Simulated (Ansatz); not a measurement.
# AlGaHF (triplet): from Hartree-Fock to the top rungs, cc-pVDZ

The task here is to estimate one member of a computed series from the others.

Program: Ansatz 0.2.0, Gaussian basis. Level of theory: cc-pVDZ, core rule «outside noble gas», up to 20 orbitals frozen. These are calculated values, not measurements.

The runs, in order: UHF; CCSD(T) on ROHF; CCSD(T) on UHF; BCCD(T) on ROHF; CISD; CCSDT(Q) on ROHF; CCSDT(Q) on UHF; CASSCF and NEVPT2, 10 electrons in 10 orbitals.

27 further runs of the same task are left out: 17 that didn't finish, 10 set aside as unsound or not needed.

## The system

The geometry is a PBE0/def2-TZVP stationary point (not a proven minimum). No spin-orbit coupling is included. The filled d shell of Ga may be among the frozen orbitals whatever the setting's name suggests; the logs give the count.

4 atoms, charge 0, spin multiplicity 3.

Atoms are counted from 1 here; the program's logs count them from 0.

Bond lengths: Al1–Ga2 2.489 Å, Ga2–F3 1.768 Å, Ga2–H4 1.568 Å. Angles: Al1–Ga2–F3 112.3°, Al1–Ga2–H4 130.1°, F3–Ga2–H4 117.6°.

Coordinates:

```xyz
4
charge 0, multiplicity 3
Al    0.0000   -0.2818    2.0284
Ga    0.0000    0.3661   -0.3749
F     0.0000   -1.0381   -1.4496
H     0.0000    1.7867   -1.0380
```

Set-up of the first run:

File in.yaml:

```yaml
crystal:
  periodic: [false, false, false]
  atoms:
    - {symbol: Al, position_ang: [0.000000, -0.281835, 2.028359]}
    - {symbol: Ga, position_ang: [0.000000, 0.366101, -0.374949]}
    - {symbol: F, position_ang: [0.000000, -1.038096, -1.449566]}
    - {symbol: H, position_ang: [0.000000, 1.786664, -1.038005]}
basis:
  gaussian: {orbitals: cc-pVDZ}
magnetization: {spin_polarized: true, initial_magnetization: 2}
hamiltonian: {xc: hf}
output: {orbitals: {seedname: orbitals}}
```

Launch:

```console
ansatz run in.yaml --threads 1 --pin off --events-out ev --progress --plain --max-ram 2393MiB
```

Among the steps run: UHF; CCSD(T) on ROHF; CCSD(T) on UHF; BCCD(T) on ROHF; CISD; CCSDT(Q) on ROHF; CCSDT(Q) on UHF; CASSCF and NEVPT2, 10 electrons in 10 orbitals.

One of the session's tables, all rows but one given; the rest of the session is left out.

```
   method  from UCCSDT(Q) (meV)
     ROHF               +8587.5
      UHF               +8509.3
     RMP2                     ?
     UMP2                +918.3
    RCCSD                +253.1
    UCCSD                +246.0
 RCCSD(T)                 +59.9
 UCCSD(T)                 +57.3
  BCCD(T)                 +52.7
   RCCSDT                 +23.8
   UCCSDT                 +21.3
RCCSDT(Q)                  +5.5
UCCSDT(Q)                     0
```

**Question.** Estimate the row for RMP2.

As computed: from UCCSDT(Q) (meV): +940.3. In the column «from UCCSDT(Q) (meV)» it lies between UMP2 (+918.3) and UHF (+8509.3).

Not comparable, so not listed: CISD (they don't share determinant, frozen orbitals or solution with the rows shown, or repeat one).

To keep in mind: Left out of the table: CASSCF frontier, NEVPT2 frontier (the active space lost an orbital or holds another state than full CI finds). Restricted and unrestricted rows rest on different reference determinants; where their highest levels disagree by more than a few hundredths of an eV, they describe different states and don't form one ladder. Warnings in the runs' records: passed over end.
